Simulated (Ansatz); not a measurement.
# W16CO: the cost of one run

Method: DFT PBE, plane waves, PAW, scalar-relativistic, no spin polarisation, in Ansatz 0.2.0.

### 1 Starting point

The cell holds 18 atoms (COW16): a = 6.320 Å, b = 5.473 Å, c = 17.703 Å, α = 90.00°, β = 90.00°, γ = 54.74°.

The coordinates stand in the first input below.

### 2 Preparing the start

The input, input.yaml:

```yaml
accuracy: low
crystal:
  lattice:
    - [6.32, 0.0, 0.0]
    - [3.16, 4.468915, 0.0]
    - [0.0, 0.0, 17.703372]
  atoms:
    - { symbol: W, position: [-0.25, 0.5, 0.0564864] }
    - { symbol: W, position: [0.25, 0.5, 0.0564864] }
    - { symbol: W, position: [-0.25, 1.0, 0.0564864] }
    - { symbol: W, position: [0.25, 1.0, 0.0564864] }
    - { symbol: W, position: [0.0, 0.0, 0.1827029] }
    - { symbol: W, position: [0.5, 0.0, 0.1827029] }
    - { symbol: W, position: [0.0, 0.5, 0.1827029] }
    - { symbol: W, position: [0.5, 0.5, 0.1827029] }
    - { symbol: W, position: [-0.25, 0.5, 0.3089194] }
    - { symbol: W, position: [0.25, 0.5, 0.3089194] }
    - { symbol: W, position: [-0.25, 1.0, 0.3089194] }
    - { symbol: W, position: [0.25, 1.0, 0.3089194] }
    - { symbol: W, position: [0.0, 0.0, 0.4351359] }
    - { symbol: W, position: [0.5, 0.0, 0.4351359] }
    - { symbol: W, position: [0.0, 0.5, 0.4351359] }
    - { symbol: W, position: [0.5, 0.5, 0.4351359] }
    - { symbol: C, position: [0.3418541, 0.8101294, 0.5481087] }
    - { symbol: O, position: [0.3418541, 0.8101294, 0.6136329] }
basis:
  ecutwfc: 420.0
kpoints:
  mp_grid: { grid: [2, 2, 1] }
hamiltonian:
  xc: pbe
scf:
  occupations: { method: fermi_dirac, width: 0.1 }
  lower_state_search: "off"
relax:
  f_tol: 0.08
  max_steps: 25
  adjacent_minimum: "off"
  constraints: [{ sites: [0, 1, 2, 3] }]
output:
  write_density: true
  write_potential: true
  elf: true
  volumetric_format: npy
```

Started as:

```
> ansatz run input.yaml --threads 2 --pin off --max-ram 5120MiB --backend cpu --events-out ev --progress --plain --runs-dir out
```

Q: Estimate wall time and peak memory on 2 threads of an Arm CPU, shared host.

About 80 s, with a peak of 1.1 GiB.
